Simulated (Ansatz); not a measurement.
# ReSbN under changes of volume

One of the cells (16.869 Å³/atom); the others are scaled copies at fixed shape and fractional positions:

```
Re Sb N
1.0
     3.43212    0.00000    0.00000
     0.00000    3.43212    0.00000
     0.00000    0.00000    8.59263
Re Sb N
2 2 2
Direct
  0.00000 0.50000 0.87324
  0.50000 0.00000 0.12676
  0.00000 0.50000 0.33346
  0.50000 0.00000 0.66654
  0.00000 0.00000 0.00000
  0.50000 0.50000 0.00000
```

The cell comes from a database or a generator and needn't be the stable form of this composition.

* Program: Ansatz 0.2.0
* Functional: PBE
* Potentials or basis: Ansatz PAW
* Cutoff: 420 eV (not typed: the program's choice for these potentials)
* k mesh: 8 × 8 × 3
* Occupations: fermi-dirac, width 0.05 eV
* Spin: no spin polarisation

| volume (Å³/atom) | energy over the lowest point (meV/atom) | pressure (GPa) | largest force (eV/Å) |
| --- | --- | --- | --- |
| 15.857 | 28.30 | 11.0 | 0.986 |
| 16.195 | 10.08 | 6.4 | 0.520 |
| 16.532 | ? | ? | ? |
| 16.869 | 0.00 | -1.3 | 0.307 |
| 17.207 | 6.31 | -4.6 | 0.675 |
| 17.544 | 19.15 | -7.5 | 1.014 |
| 17.882 | 37.81 | -10.1 | 1.329 |

**Question.** What does the run at 16.532 Å³/atom give?

**Answer.** Energy over the lowest point 0.94 meV/atom; pressure 2.3 GPa; largest force 0.090 eV/Å.

Worked out: A Birch-Murnaghan fit of order 3 (a polynomial in V^(-2/3)) to the other rows has its minimum at 16.74 Å³/atom with B0 = V·E''(V) = 179 GPa and B' = 4.5 at fixed shape and positions, which overstates the stiffness. It gives 0.98 meV/atom at 16.532 Å³/atom, against the run's 0.94, and -dE/dV = 2.3 GPa, against 2.3.

Energies are extrapolated to zero smearing.

Caveats: this functional lacks dispersion, which binds the layers, so the pressure and a relaxed spacing across them are unreliable (some runs); forces of over 1 eV/Å show positions far from the minimum, so gaps and moduli don't describe the material at rest (some runs).
